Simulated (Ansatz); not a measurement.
PbSe, space group Fm-3m: a convergence test of the k-point mesh, run with the Ansatz DFT code, driven from Python.

`kconv.py`:
```python
# -*- coding: utf-8 -*-
"""k-point test for PbSe."""

from dataclasses import dataclass

import ansatz as az
from tabulate import tabulate


@dataclass(frozen=True)
class Options:
    cutoff: int = 420
    smearing_width: float = 0.02


opts = Options()

pbse = (
    az.Lattice.fcc(6.1213)
    .space_group(225)
    .atom("Pb", (0.0, 0.0, 0.0))
    .atom("Se", (0.5, 0.0, 0.0))
    .primitive()
)

job = (
    pbse.calculation()
    .functional(az.Functional.LDA)
    .basis(opts.cutoff)  # a bare number is in eV
    .occupations(az.OccupationsMethod.FERMI_DIRAC, width=opts.smearing_width)  # fractional filling near the Fermi level
    .stress()  # positive in compression
)

rows = []
for value in [1.0, 0.6, 0.4, 0.3]:
    r = job.kpoints(spacing=value).run(threads=1, pin="off").report
    rows.append((value, r["free_energy_ev"] / len(r["lattice"]["sites"]), r["n_iterations"], sum(r["stress_gpa"][i][i] for i in range(3)) / 3, r["n_kpoints"]))

print(tabulate(rows, headers=["spacing (1/A)", "F/atom (eV)", "iterations", "P (GPa)", "k-points"], floatfmt=".4f", tablefmt="simple"))

# differences from the last row
for row in rows[:-1]:
    shift = 1000 * (row[1] - rows[-1][1])
    print(f"{row[0]}: {shift:+.2f} meV/atom" + ("  (within 5 meV)" if abs(shift) < 5 else ""))
```

From which mesh on is the energy per atom within 5 meV of the last row, and how does it get there?

From a spacing of 0.4 (5×5×5) on it stays within 5 meV an atom of the value at a spacing of 0.3 (6×6×6); the first row (a spacing of 1.0 (2×2×2)) is off by 793.9 meV and the last but one by 4.97 meV. That rests on few rows after larger swings, so the series isn't shown to be converged. It goes up and down, since the sum over k-points isn't variational. The pressure moves from 2.99 to -2.16 GPa.

The output:

```console
$ python kconv.py
  spacing (1/A)    F/atom (eV)    iterations    P (GPa)    k-points
---------------  -------------  ------------  ---------  ----------
         1.0000     -8492.5291            10     2.9851           3
         0.6000     -8493.3831             6    -3.0953           4
         0.4000     -8493.3279             6    -2.2971          10
         0.3000     -8493.3229             6    -2.1588          16
1.0: +793.88 meV/atom
0.6: -60.14 meV/atom
0.4: -4.97 meV/atom  (within 5 meV)
```

What to keep in mind:
- Pressure is positive in compression.
- Spin-orbit coupling, which matters for elements this heavy, is left out.
- The starting cell is as deposited in a crystallographic database; the results hold for this polymorph, which needn't be the stable one.
- Shifts are counted from the finest mesh, which is itself no proven limit.
- The whole script took 2 s on 1 thread of AMD EPYC 9R45 96-Core Processor (Zen 5), with other jobs on the host, peak memory 0.4 GiB.

(Lines on the test bed's own set-up are left out of the output.)
